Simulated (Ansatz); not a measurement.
# C3H5FSi: one species, many methods

How much do the methods differ for C3H5FSi? The plan is to run it at one geometry with functionals of several rungs and with coupled cluster. The yardstick is the atomisation energy at the CCSD(T) limit.

Computed with Ansatz 0.2.0, Gaussian basis. Level: functionals in def2-TZVPP, the program's frozen cores in correlated methods.

Levels to be run: PBE-D4, r2SCAN-D4, PBE0-D4, B3LYP-D4, ωB97X-V, ωB97M-V, B2PLYP; CCSD(T)/def2-TZVPP; MP2/def2-QZVPP; extrapolation to the limit.

## Step 1: Structure used throughout

The geometry comes from an earlier relaxation with PBE0-D4 in a triple-zeta def2 set; it is a stationary point, not always the lowest conformer.

10 atoms, charge 0, spin multiplicity 1.

Atoms are counted from 1 here; the program's logs count them from 0.

Bond lengths: F1–C2 1.410 Å, C2–Si3 1.879 Å, C2–C4 1.471 Å, C2–C5 1.471 Å, Si3–H6 1.485 Å, Si3–H7 1.485 Å, Si3–H8 1.486 Å, C4–C5 1.295 Å, C4–H9 1.077 Å, C5–H10 1.077 Å. Angles: F1–C2–Si3 108.9°, F1–C2–C4 115.4°, F1–C2–C5 115.4°, Si3–C2–C4 127.3°, Si3–C2–C5 127.3°, C4–C2–C5 52.2°, C2–Si3–H6 110.3°, C2–Si3–H7 110.3°, C2–Si3–H8 107.9°, H6–Si3–H7 109.2°, H6–Si3–H8 109.5°, H7–Si3–H8 109.5°, C2–C4–C5 63.9°, C2–C4–H9 145.7°, C5–C4–H9 150.3°, C2–C5–C4 63.9°, C2–C5–H10 145.7°, C4–C5–H10 150.3°.

## Step 2: PBE-D4 (GGA)

Contents of in.yaml:

```yaml
crystal:
  periodic: [false, false, false]
  atoms:
    - {symbol: F, position_ang: [-1.442917, -0.704522, -0.979771]}
    - {symbol: C, position_ang: [-0.425320, 0.012961, -0.317597]}
    - {symbol: Si, position_ang: [0.668651, -1.198510, 0.612691]}
    - {symbol: C, position_ang: [-0.775980, 1.384604, 0.080031]}
    - {symbol: C, position_ang: [-0.016700, 1.269851, -0.962406]}
    - {symbol: H, position_ang: [-0.128861, -1.945666, 1.618745]}
    - {symbol: H, position_ang: [1.289989, -2.162214, -0.331560]}
    - {symbol: H, position_ang: [1.731897, -0.419670, 1.299720]}
    - {symbol: H, position_ang: [-1.337396, 1.996249, 0.766322]}
    - {symbol: H, position_ang: [0.519735, 1.715619, -1.783273]}
basis:
  gaussian: {orbitals: def2-TZVPP}
hamiltonian: {xc: pbe, dispersion: d4}
output: {forces: true, orbitals: {seedname: orbitals}}
```

Launch:

```bash
> ansatz run in.yaml --threads 4 --pin off --events-out ev --progress --plain --max-ram 10444MiB
```

After this run come: r2SCAN-D4 (meta-GGA); PBE0-D4 (hybrid); B3LYP-D4 (hybrid); ωB97X-V (range-separated); ωB97M-V (range-separated); B2PLYP (double hybrid); CCSD(T) in def2-TZVPP; MP2 in def2-QZVPP.

Q: Predict the results of all the runs planned. Wanted: atomisation energy, CCSD(T)/CBS; farthest; mean size of error, hybrid; mean size of error, range-separated; gap, smallest and largest; T1 diagnostic; triples share of the correlation energy.

The runs gave:

| quantity | value |
| --- | --- |
| atomisation energy, CCSD(T)/CBS | 39.170 eV |
| functionals within 0.196 eV (0.5 %) | B3LYP-D4 |
| farthest | PBE-D4 (+1.186 eV) |
| mean size of error, hybrid | 0.187 eV |
| mean size of error, range-separated | 0.244 eV |
| gap, smallest and largest | 5.21 eV (PBE-D4), 12.05 eV (ωB97X-V) |
| T1 diagnostic | 0.0120 |
| triples share of the correlation energy | 4.0 % |

In words: PBE-D4 misses by +1.186 eV. Double hybrids carry the basis error of their MP2 part in triple zeta, and no dispersion term here, so their miss is partly the set-up's. Misses under about 0.196 eV are within the doubt on the reference itself, which lacks core-valence correlation, relativity and higher excitations. Hartree-Fock recovers 72 % of the binding; the rest is correlation. The gap grows from 5.2 to 12.1 eV across the functionals, mostly with the share of exact exchange.
